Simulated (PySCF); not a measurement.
# [WO2(H2O)5]2+: shape, vibrations and bonding

What shape and bonds does [WO2(H2O)5]2+ have? It is relaxed from a template within its point group. It is a constructed species; whether it can be made isn't addressed.

The runs use PySCF 2.14.0; PBE, W def2-SVP with ECP60, O def2-SVP, H def2-SVP; scalar-relativistic core potentials, no spin–orbit coupling.

3 further runs of the same task are left out: 2 for a known fault of the program, 1 that didn't finish.

### Step 1. Where the work starts

18 atoms, charge 2, spin multiplicity 1.

Bond lengths: W1–O2 1.524 Å, W1–O3 1.524 Å, O4–H5 0.970 Å, O4–H6 0.970 Å, O7–H8 0.970 Å, O7–H9 0.970 Å, O10–H11 0.970 Å, O10–H12 0.970 Å, O13–H14 0.970 Å, O13–H15 0.970 Å, O16–H17 0.970 Å, O16–H18 0.970 Å. Angles: O2–W1–O3 180.0°, H5–O4–H6 105.1°, H8–O7–H9 105.1°, H11–O10–H12 105.1°, H14–O13–H15 105.1°, H17–O16–H18 105.1°.

Geometry (Å):

```
W     0.00000    0.00000    0.00000
O     0.00000    0.00000    1.52440
O     0.00000    0.00000   -1.52440
O     2.06000    0.00000    0.00000
H     2.65000    0.00000    0.77000
H     2.65000    0.00000   -0.77000
O     0.63660    1.95920    0.00000
H     0.81890    2.52030    0.77000
H     0.81890    2.52030   -0.77000
O    -1.66660    1.21080    0.00000
H    -2.14390    1.55760    0.77000
H    -2.14390    1.55760   -0.77000
O    -1.66660   -1.21080    0.00000
H    -2.14390   -1.55760    0.77000
H    -2.14390   -1.55760   -0.77000
O     0.63660   -1.95920    0.00000
H     0.81890   -2.52030    0.77000
H     0.81890   -2.52030   -0.77000
```

Formal oxidation states: W +6.

### Step 2. SCF at the start, singlet

Input file run.py (the lines that set the calculation):

```python
mol = gto.M(atom='''
W      0.00000     0.00000     0.00000
O      0.00000     0.00000     1.52440
O      0.00000     0.00000    -1.52440
O      2.06000     0.00000     0.00000
H      2.65000     0.00000     0.77000
H      2.65000     0.00000    -0.77000
O      0.63660     1.95920     0.00000
H      0.81890     2.52030     0.77000
H      0.81890     2.52030    -0.77000
O     -1.66660     1.21080     0.00000
H     -2.14390     1.55760     0.77000
H     -2.14390     1.55760    -0.77000
O     -1.66660    -1.21080     0.00000
H     -2.14390    -1.55760     0.77000
H     -2.14390    -1.55760    -0.77000
O      0.63660    -1.95920     0.00000
H      0.81890    -2.52030     0.77000
H      0.81890    -2.52030    -0.77000''',
    basis={'W': 'def2-SVP', 'O': 'def2-SVP', 'H': 'def2-SVP'},
    ecp={'W': 'def2-SVP'},
    charge=2, spin=0)
mf = dft.RKS(mol, xc='PBE')
mf.grids.atom_grid = (50, 194)
mf = mf.density_fit()  # fitting sets: W def2-universal-JKFIT, O def2-universal-JKFIT, H def2-universal-JKFIT
mf.conv_tol = 1e-08; mf.max_cycle = 55
mf.kernel(dm0)  # dm0: free metal ions and neutral atoms
```

Launch:

```
> OMP_NUM_THREADS=4 python run.py
```

What it wrote:

```text
init E= -598.172716798415
  HOMO = -0.844562485599877  LUMO = -0.655430860774456  gap/eV = 5.14653
cycle= 1 E= -596.854951123858  delta_E= 1.32  |g|= 2.44  |ddm|= 4.72
  HOMO = -0.234002681333254  LUMO = -0.230869531156675  gap/eV = 0.08526
cycle= 2 E= -589.390165265834  delta_E= 7.46  |g|= 5.14  |ddm|= 8.16
  HOMO = -0.574997010117052  LUMO = -0.466928263773865  gap/eV = 2.94070
cycle= 3 E= -597.588628572204  delta_E= -8.2  |g|= 1.44  |ddm|= 7.72
  HOMO = -0.534026575572653  LUMO = -0.43721160832618  gap/eV = 2.63447
cycle= 4 E= -597.992486256359  delta_E= -0.404  |g|= 0.355  |ddm|= 1.09
  HOMO = -0.438204963556945  LUMO = -0.367047776355299  gap/eV = 1.93629
cycle= 5 E= -598.016501769979  delta_E= -0.024  |g|= 0.159  |ddm|= 0.482
  HOMO = -0.44400082668146  LUMO = -0.388761142251439  gap/eV = 1.50315
cycle= 6 E= -598.02085573304  delta_E= -0.00435  |g|= 0.0612  |ddm|= 0.184
  HOMO = -0.441914221506927  LUMO = -0.383275724237078  gap/eV = 1.59563
cycle= 7 E= -598.021629435683  delta_E= -0.000774  |g|= 0.00466  |ddm|= 0.0629
  HOMO = -0.441421362324668  LUMO = -0.382747200454484  gap/eV = 1.59661
cycle= 8 E= -598.021634782033  delta_E= -5.35e-06  |g|= 0.000594  |ddm|= 0.00578
  HOMO = -0.441346587264864  LUMO = -0.382747100772466  gap/eV = 1.59457
cycle= 9 E= -598.021634854689  delta_E= -7.27e-08  |g|= 0.000141  |ddm|= 0.000657
  HOMO = -0.441342917250541  LUMO = -0.382747474993516  gap/eV = 1.59446
cycle= 10 E= -598.021634856393  delta_E= -1.7e-09  |g|= 0.000102  |ddm|= 0.000154
  HOMO = -0.441341609796584  LUMO = -0.38274725734668  gap/eV = 1.59443
cycle= 11 E= -598.021634858287  delta_E= -1.89e-09  |g|= 2.77e-06  |ddm|= 6.79e-05
  HOMO = -0.441341484374348  LUMO = -0.382746954720223  gap/eV = 1.59444
Extra cycle  E= -598.021634858286  delta_E= 4.55e-13  |g|= 3.23e-06  |ddm|= 6e-06
converged SCF energy = -598.021634858286
```

Wall time 7.2 s (4 threads of AMD EPYC 9R45 (Zen 5), shared host); peak memory 1.1 GiB.

It gives: E = -598.021635 Eh, HOMO -12.01 eV, LUMO -10.42 eV, Mulliken charge on W1 +0.82 e. 

### Step 3. Relaxation, singlet

Steps are kept in the start's point group, D5h.

Input file run.py (the lines that set the calculation):

```python
mol = gto.M(atom='''
W      0.00000     0.00000     0.00000
O      0.00000     0.00000     1.52440
O      0.00000     0.00000    -1.52440
O      2.06001    -0.00003     0.00000
H      2.65000    -0.00004     0.77000
H      2.65000    -0.00004    -0.77000
O      0.63661     1.95918     0.00000
H      0.81893     2.52028     0.77000
H      0.81893     2.52028    -0.77000
O     -1.66657     1.21087     0.00000
H     -2.14387     1.55766     0.77000
H     -2.14387     1.55766    -0.77000
O     -1.66660    -1.21082     0.00000
H     -2.14391    -1.55760     0.77000
H     -2.14391    -1.55760    -0.77000
O      0.63655    -1.95920     0.00000
H      0.81886    -2.52031     0.77000
H      0.81886    -2.52031    -0.77000''',
    basis={'W': 'def2-SVP', 'O': 'def2-SVP', 'H': 'def2-SVP'},
    ecp={'W': 'def2-SVP'},
    charge=2, spin=0)
mf = dft.RKS(mol, xc='PBE')
mf.grids.atom_grid = (50, 194)
mf = mf.density_fit()  # fitting sets: W def2-universal-JKFIT, O def2-universal-JKFIT, H def2-universal-JKFIT
mf.conv_tol = 1e-08; mf.max_cycle = 55
mf.kernel(dm0)  # dm0: an SCF of this state at this start
# quasi-Newton relaxation in Cartesian coordinates to a largest gradient under 0.00045 Eh/bohr, steps kept in the point group
```

Launch:

```
> OMP_NUM_THREADS=4 python run.py
```

The driver keeps no SCF log for this step, only its results.

Wall time 65 s (4 threads of AMD EPYC 9R45 (Zen 5), shared host).

Step by step:

| step | energy from step 1 (eV) | largest force component (eV/Å) |
| --- | --- | --- |
| 1 | 0.0000 | 28.7178 |
| 2 | -6.0623 | 3.4441 |
| 3 | -6.5282 | 1.6179 |
| 4 | -6.6563 | 0.2901 |
| 5 | -6.6657 | 0.0505 |
| 6 | -6.6676 | 0.0648 |
| 7 | -6.6679 | 0.0388 |
| 8 | -6.6679 | 0.0133 |

Distances of close pairs at the start and the end, largest changes first:

| bond | before (Å) | after (Å) | change (Å) |
| --- | --- | --- | --- |
| W1–O2 | 1.524 | 1.794 | +0.269 |
| W1–O3 | 1.524 | 1.794 | +0.269 |
| W1–O13 | 2.060 | 2.162 | +0.102 |
| W1–O16 | 2.060 | 2.162 | +0.102 |
| W1–O7 | 2.060 | 2.162 | +0.102 |
| W1–O4 | 2.060 | 2.162 | +0.102 |
| W1–O10 | 2.060 | 2.162 | +0.102 |
| O4–H5 | 0.970 | 0.983 | +0.013 |

It ends in D5h at E = -598.266676 Eh.

### Step 4. Frequencies and infrared intensities

Input file run.py (the lines that set the calculation):

```python
mol = gto.M(atom='''
W      0.00000     0.00000     0.00000
O      0.00000     0.00000     1.79386
O      0.00000     0.00000    -1.79386
O      2.16230    -0.00003     0.00000
H      2.71901    -0.00004     0.80981
H      2.71901    -0.00004    -0.80981
O      0.66822     2.05646     0.00000
H      0.84026     2.58592     0.80981
H      0.84026     2.58592    -0.80981
O     -1.74932     1.27099     0.00000
H     -2.19970     1.59822     0.80981
H     -2.19970     1.59822    -0.80981
O     -1.74936    -1.27094     0.00000
H     -2.19975    -1.59816     0.80981
H     -2.19975    -1.59816    -0.80981
O      0.66816    -2.05648     0.00000
H      0.84018    -2.58594     0.80981
H      0.84018    -2.58594    -0.80981''',
    basis={'W': 'def2-SVP', 'O': 'def2-SVP', 'H': 'def2-SVP'},
    ecp={'W': 'def2-SVP'},
    charge=2, spin=0)
mf = dft.RKS(mol, xc='PBE')
mf.grids.atom_grid = (50, 194)
mf = mf.density_fit()  # fitting sets: W def2-universal-JKFIT, O def2-universal-JKFIT, H def2-universal-JKFIT
mf.conv_tol = 1e-10; mf.max_cycle = 55
mf.kernel(dm0)  # dm0: the density of the relaxed state
# Hessian and dipole derivatives by central differences of gradients, 0.02 bohr
```

Launch:

```
> OMP_NUM_THREADS=4 python run.py
```

No log is kept here; the results follow.

Run time: 1.7 min. Hardware: 4 threads of AMD EPYC 9R45 (Zen 5), shared host.

Point group D5h; negative numbers are unstable modes, and those under 60 cm⁻¹ are near the numerical noise:

| cm⁻¹ | km/mol | symmetry |
| --- | --- | --- |
| -334 | 0.0 | a2' |
| -215 | 21.2 | e1' |
| -215 | 21.2 | e1' |
| 50 | 0.0 | e2'' |
| 50 | 0.0 | e2'' |
| 81 | 677.5 | e1' |
| 81 | 677.5 | e1' |
| 171 | 0.0 | a1'' |
| 193 | 61.7 | a2'' |
| 211 | 0.0 | e1'' |
| 211 | 0.0 | e1'' |
| 224 | 12.3 | e1' |
| 224 | 12.3 | e1' |
| 277 | 0.0 | e2' |
| 277 | 0.0 | e2' |
| 299 | 0.0 | e1'' |
| 299 | 0.0 | e1'' |
| 332 | 0.0 | e2' |
| 332 | 0.0 | e2' |
| 402 | 0.0 | e2' |
| 402 | 0.0 | e2' |
| 414 | 109.5 | e1' |
| 414 | 109.5 | e1' |
| 417 | 0.0 | e2'' |
| 417 | 0.0 | e2'' |
| 449 | 0.0 | a1' |
| 639 | 0.0 | e2'' |
| 639 | 0.0 | e2'' |
| 660 | 0.0 | e1'' |
| 660 | 0.0 | e1'' |
| 681 | 2.7 | a2'' |
| 886 | 280.7 | a2'' |
| 918 | 0.0 | a1' |
| 1520 | 0.0 | e2' |
| 1520 | 0.0 | e2' |
| 1529 | 220.4 | e1' |
| 1529 | 220.4 | e1' |
| 1544 | 0.0 | a1' |
| 3590 | 0.0 | e2' |
| 3590 | 0.0 | e2' |
| 3597 | 720.3 | e1' |
| 3597 | 720.3 | e1' |
| 3614 | 0.0 | a1' |
| 3697 | 0.0 | e2'' |
| 3697 | 0.0 | e2'' |
| 3700 | 0.0 | e1'' |
| 3700 | 0.0 | e1'' |
| 3704 | 1238.8 | a2'' |

### Step 5. Displaced along the imaginary mode

Steps are kept in the start's point group, C5h.

Input file run.py (the lines that set the calculation):

```python
mol = gto.M(atom='''
W      0.00000     0.00000     0.00000
O      0.00000     0.00000     1.79386
O      0.00000     0.00000    -1.79386
O      2.16230    -0.03965     0.00000
H      2.71901     0.24996     0.80981
H      2.71901     0.24996    -0.80981
O      0.70589     2.04422     0.00000
H      0.60249     2.66318     0.80981
H      0.60249     2.66318    -0.80981
O     -1.72603     1.30304     0.00000
H     -2.34665     1.39597     0.80981
H     -2.34665     1.39597    -0.80981
O     -1.77264    -1.23889     0.00000
H     -2.05280    -1.80042     0.80981
H     -2.05280    -1.80042    -0.80981
O      0.63048    -2.06872     0.00000
H      1.07795    -2.50869     0.80981
H      1.07795    -2.50869    -0.80981''',
    basis={'W': 'def2-SVP', 'O': 'def2-SVP', 'H': 'def2-SVP'},
    ecp={'W': 'def2-SVP'},
    charge=2, spin=0)
mf = dft.RKS(mol, xc='PBE')
mf.grids.atom_grid = (50, 194)
mf = mf.density_fit()  # fitting sets: W def2-universal-JKFIT, O def2-universal-JKFIT, H def2-universal-JKFIT
mf.conv_tol = 1e-08; mf.max_cycle = 55
mf.kernel(dm0)  # dm0: an SCF of this state at this start
# quasi-Newton relaxation in Cartesian coordinates to a largest gradient under 0.00045 Eh/bohr, steps kept in the point group
```

Launch:

```
> OMP_NUM_THREADS=4 python run.py
```

No log is kept here; the results follow.

It took 57 s on 4 threads of AMD EPYC 9R45 (Zen 5), shared host.

Along the way:

| step | energy from step 1 (eV) | largest force component (eV/Å) |
| --- | --- | --- |
| 1 | 0.0000 | 2.2935 |
| 2 | -0.3557 | 0.1136 |
| 3 | -0.3669 | 0.0507 |
| 4 | -0.3724 | 0.0634 |
| 5 | -0.3763 | 0.0301 |
| 6 | -0.3766 | 0.0177 |
| 7 | -0.3767 | 0.0062 |
| 8 | -0.3767 | 0.0015 |

Distances of close pairs at the start and the end, largest changes first:

| bond | before (Å) | after (Å) | change (Å) |
| --- | --- | --- | --- |
| O4–H5 | 1.024 | 0.986 | -0.039 |
| O4–H6 | 1.024 | 0.986 | -0.039 |
| O10–H11 | 1.024 | 0.986 | -0.039 |
| O10–H12 | 1.024 | 0.986 | -0.039 |
| O16–H17 | 1.024 | 0.986 | -0.039 |
| O16–H18 | 1.024 | 0.986 | -0.039 |
| O7–H8 | 1.024 | 0.986 | -0.039 |
| O7–H9 | 1.024 | 0.986 | -0.039 |

It ends in C5h at E = -598.270255 Eh.

```
W     0.0000    0.0000    0.0000
O     0.0000    0.0000    1.7936
O     0.0000    0.0000   -1.7936
O     2.1717   -0.0580    0.0000
H     2.6582    0.2519    0.7994
H     2.6582    0.2519   -0.7994
O     0.7262    2.0475    0.0000
H     0.5818    2.6059    0.7994
H     0.5818    2.6059   -0.7994
O    -1.7228    1.3234    0.0000
H    -2.2986    1.3586    0.7994
H    -2.2986    1.3586   -0.7994
O    -1.7910   -1.2295    0.0000
H    -2.0024   -1.7662    0.7994
H    -2.0024   -1.7662   -0.7994
O     0.6159   -2.0833    0.0000
H     1.0610   -2.4502    0.7994
H     1.0610   -2.4502   -0.7994
```

### Step 6. Frequencies and infrared intensities

Input file run.py (the lines that set the calculation):

```python
mol = gto.M(atom='''
W      0.00000     0.00000     0.00000
O      0.00000     0.00000     1.79359
O      0.00000     0.00000    -1.79359
O      2.17168    -0.05801     0.00000
H      2.65815     0.25191     0.79945
H      2.65815     0.25191    -0.79945
O      0.72625     2.04746     0.00000
H      0.58183     2.60590     0.79945
H      0.58183     2.60590    -0.79945
O     -1.72283     1.32341     0.00000
H     -2.29856     1.35862     0.79945
H     -2.29856     1.35862    -0.79945
O     -1.79102    -1.22955     0.00000
H     -2.00242    -1.76623     0.79945
H     -2.00242    -1.76623    -0.79945
O      0.61592    -2.08331     0.00000
H      1.06100    -2.45021     0.79945
H      1.06100    -2.45021    -0.79945''',
    basis={'W': 'def2-SVP', 'O': 'def2-SVP', 'H': 'def2-SVP'},
    ecp={'W': 'def2-SVP'},
    charge=2, spin=0)
mf = dft.RKS(mol, xc='PBE')
mf.grids.atom_grid = (50, 194)
mf = mf.density_fit()  # fitting sets: W def2-universal-JKFIT, O def2-universal-JKFIT, H def2-universal-JKFIT
mf.conv_tol = 1e-10; mf.max_cycle = 55
mf.kernel(dm0)  # dm0: the density of the relaxed state
# Hessian and dipole derivatives by central differences of gradients, 0.02 bohr
```

Launch:

```
> OMP_NUM_THREADS=4 python run.py
```

The driver keeps no SCF log for this step, only its results.

It took 2.2 min on 4 threads of AMD EPYC 9R45 (Zen 5), shared host.

Point group C5h; negative numbers are unstable modes, and those under 60 cm⁻¹ are near the numerical noise:

| cm⁻¹ | km/mol | symmetry |
| --- | --- | --- |
| -195 | 58.6 | e1' |
| -195 | 58.6 | e1' |
| 59 | 0.0 | e2'' |
| 59 | 0.0 | e2'' |
| 181 | 19.8 | a'' |
| 190 | 133.0 | a'' |
| 191 | 41.4 | e1' |
| 191 | 41.4 | e1' |
| 210 | 0.0 | e1'' |
| 210 | 0.0 | e1'' |
| 278 | 0.0 | e2' |
| 278 | 0.0 | e2' |
| 285 | 0.0 | e1'' |
| 285 | 0.0 | e1'' |
| 369 | 0.0 | e2'' |
| 369 | 0.0 | e2'' |
| 386 | 0.0 | e2' |
| 386 | 0.0 | e2' |
| 401 | 29.1 | e1' |
| 401 | 29.1 | e1' |
| 437 | 0.0 | a' |
| 459 | 0.0 | a' |
| 527 | 641.8 | e1' |
| 527 | 641.8 | e1' |
| 564 | 0.0 | e2' |
| 564 | 0.0 | e2' |
| 709 | 0.0 | e1'' |
| 709 | 0.0 | e1'' |
| 709 | 0.0 | e2'' |
| 709 | 0.0 | e2'' |
| 720 | 10.6 | a'' |
| 893 | 244.8 | a'' |
| 919 | 0.0 | a' |
| 1539 | 0.0 | e2' |
| 1539 | 0.0 | e2' |
| 1545 | 239.9 | e1' |
| 1545 | 239.9 | e1' |
| 1556 | 0.0 | a' |
| 3560 | 0.0 | e2' |
| 3560 | 0.0 | e2' |
| 3564 | 670.2 | e1' |
| 3564 | 670.2 | e1' |
| 3579 | 0.0 | a' |
| 3651 | 0.0 | e2'' |
| 3651 | 0.0 | e2'' |
| 3654 | 0.0 | e1'' |
| 3654 | 0.0 | e1'' |
| 3657 | 1131.1 | a'' |

### Step 7. Properties on a finer grid

run.py (the lines that set the calculation), as its differences from that of step 6:

```diff
@@ -23,6 +23,5 @@
 mf = dft.RKS(mol, xc='PBE')
-mf.grids.atom_grid = (50, 194)
+mf.grids.atom_grid = (75, 302)
 mf = mf.density_fit()  # fitting sets: W def2-universal-JKFIT, O def2-universal-JKFIT, H def2-universal-JKFIT
-mf.conv_tol = 1e-10; mf.max_cycle = 55
+mf.conv_tol = 1e-09; mf.max_cycle = 55
 mf.kernel(dm0)  # dm0: the density of the relaxed state
-# Hessian and dipole derivatives by central differences of gradients, 0.02 bohr
```

Launch:

```
> OMP_NUM_THREADS=4 python run.py
```

What it wrote:

```text
init E= -598.270223473731
  HOMO = -0.519553120460952  LUMO = -0.436445616117007  gap/eV = 2.26147
cycle= 1 E= -598.270221576017  delta_E= 1.9e-06  |g|= 0.0032  |ddm|= 0.0036
  HOMO = -0.519506394945068  LUMO = -0.436522591452196  gap/eV = 2.25810
cycle= 2 E= -598.27011934615  delta_E= 0.000102  |g|= 0.0225  |ddm|= 0.0164
  HOMO = -0.519535836627497  LUMO = -0.436484648388976  gap/eV = 2.25994
cycle= 3 E= -598.270223631769  delta_E= -0.000104  |g|= 0.000447  |ddm|= 0.0144
  HOMO = -0.519549497131305  LUMO = -0.4364618416  gap/eV = 2.26093
cycle= 4 E= -598.270223671206  delta_E= -3.94e-08  |g|= 9.69e-05  |ddm|= 0.000334
  HOMO = -0.519546147412846  LUMO = -0.436463725303025  gap/eV = 2.26079
cycle= 5 E= -598.270223672982  delta_E= -1.78e-09  |g|= 1.85e-05  |ddm|= 7.33e-05
  HOMO = -0.519545570810639  LUMO = -0.436462691421668  gap/eV = 2.26080
cycle= 6 E= -598.270223673047  delta_E= -6.43e-11  |g|= 4.36e-06  |ddm|= 1.58e-05
  HOMO = -0.519546630036974  LUMO = -0.436463741962084  gap/eV = 2.26080
Extra cycle  E= -598.270223673039  delta_E= 7.96e-12  |g|= 7.66e-06  |ddm|= 9.78e-06
converged SCF energy = -598.270223673039
```

Wall time 9.8 s (4 threads of AMD EPYC 9R45 (Zen 5), shared host).

Result: E = -598.270224 Eh, HOMO -14.14 eV, LUMO -11.88 eV, Mulliken charge on W1 +0.78 e, largest force component 0.008 eV/Å. 

Löwdin charges:

W1 0.01; O2 -0.15; O3 -0.15; O4 0.11; H5 0.18; H6 0.18; O7 0.11; H8 0.18; H9 0.18; O10 0.11; H11 0.18; H12 0.18; O13 0.11; H14 0.18; H15 0.18; O16 0.11; H17 0.18; H18 0.18

Mulliken charges: W1 +0.78, O2 -0.35, O3 -0.35, O4 -0.20, H5 +0.29, H6 +0.29, O7 -0.20, H8 +0.29, H9 +0.29, O10 -0.20, H11 +0.29, H12 +0.29, O13 -0.20, H14 +0.29, H15 +0.29, O16 -0.20, H17 +0.29, H18 +0.29 e.

Contacts (the nearest donor of each ligand) and Mayer bond orders:

| contact | distance (Å) | bond order |
| --- | --- | --- |
| W1–O2 (O) | 1.794 | 1.95 |
| W1–O3 (O) | 1.794 | 1.95 |
| W1–O4 (H2O) | 2.172 | 0.58 |
| W1–O7 (H2O) | 2.172 | 0.58 |
| W1–O10 (H2O) | 2.172 | 0.58 |
| W1–O13 (H2O) | 2.172 | 0.58 |
| W1–O16 (H2O) | 2.172 | 0.58 |

Mulliken populations of W1 outside the core potential: s 2.46, p 6.57, d 3.97, f 0.23.

The fields below are evaluated on a grid from the run's orbitals.

Frontier orbitals at PBE, with the share of their density that lies nearest to each atom:

| orbital | energy (eV) | lies on |
| --- | --- | --- |
| HOMO-1 | -15.23 | O2, O3 about 47 % each |
| HOMO | -14.14 | O2, O3 about 48 % each |
| LUMO | -11.88 | W1 67 %; O7 7 % |

ELF in a plane through or near 6 of the atoms.

Ten even steps from ' ' (0.00) to '@' (0.90):
```
                                                        
                                                        
                                                        
                              ..                        
                      ::==++++**==..                    
                    ::++%%**%%@@++                      
            ::++==....++%%**%%@@..  ----::..            
          ..==%%@@%%::..++**++..::##%%####--            
          ..++%%%%%%**....==--..==@@**##%%++..          
          ..**##++@@##..##****##::**@@@@@@##--..        
            ::******::..####**##....::------..          
                  ::==--------::##%%**::                
              ::++%%@@@@##::..++@@##%%**::              
            ..++%%@@==--@@==..##%%==****--              
              ::--**####**..  ++@@%%++::..              
                  ..::::..    ..==--..                  
                                                        
                                                        
                                                        
                                                        
```
The map spans 10.5 Å across and 10.4 Å up, centred on the molecule. Atoms in the plane (x, y in Å): W1 (0.0, 0.0), O4 (-1.1, -1.8), O7 (1.4, -1.7), O10 (2.0, 0.8), O13 (-0.2, 2.2), O16 (-2.1, 0.5).

On the surface of density 0.002 e/bohr³ the electrostatic potential runs, from the 1st to the 99th percentile, from 4.93 V near O2 to 10.79 V near H8.

### Step 8. Outcome

| quantity | value |
| --- | --- |
| state and point group | singlet, C5h |
| first geometry: modes | -334 to 3704 cm⁻¹, 3 unstable |
| first geometry: strongest infrared band (modes within 1.5 cm⁻¹ summed) | 3597 cm⁻¹ (1441 km/mol) |
| modes | -195 to 3657 cm⁻¹, 2 unstable |
| strongest infrared band (modes within 1.5 cm⁻¹ summed) | 3564 cm⁻¹ (1340 km/mol) |
| metal–ligand contacts | 1.79 to 2.17 Å |
| frontier levels | HOMO -14.14 eV, LUMO -11.88 eV |
| dipole about the centre of mass | 0.00 D |

At the first geometry 3 modes are unstable, so this structure is a saddle point; the molecule was then pushed along the lowest one and relaxed again. At the final geometry 2 modes are unstable, so this structure is a saddle point. The metal carries +0.01 e by Löwdin's partition against a formal +6, and bond orders to the nearest donors reach 1.95. Both measures hang on the basis. Leaving the first, D5h structure gained 0.10 eV and gave C5h. One start shape was tried, so another isomer may lie lower. These are double-zeta-type bases without diffuse functions. Spin–orbit coupling is left out.
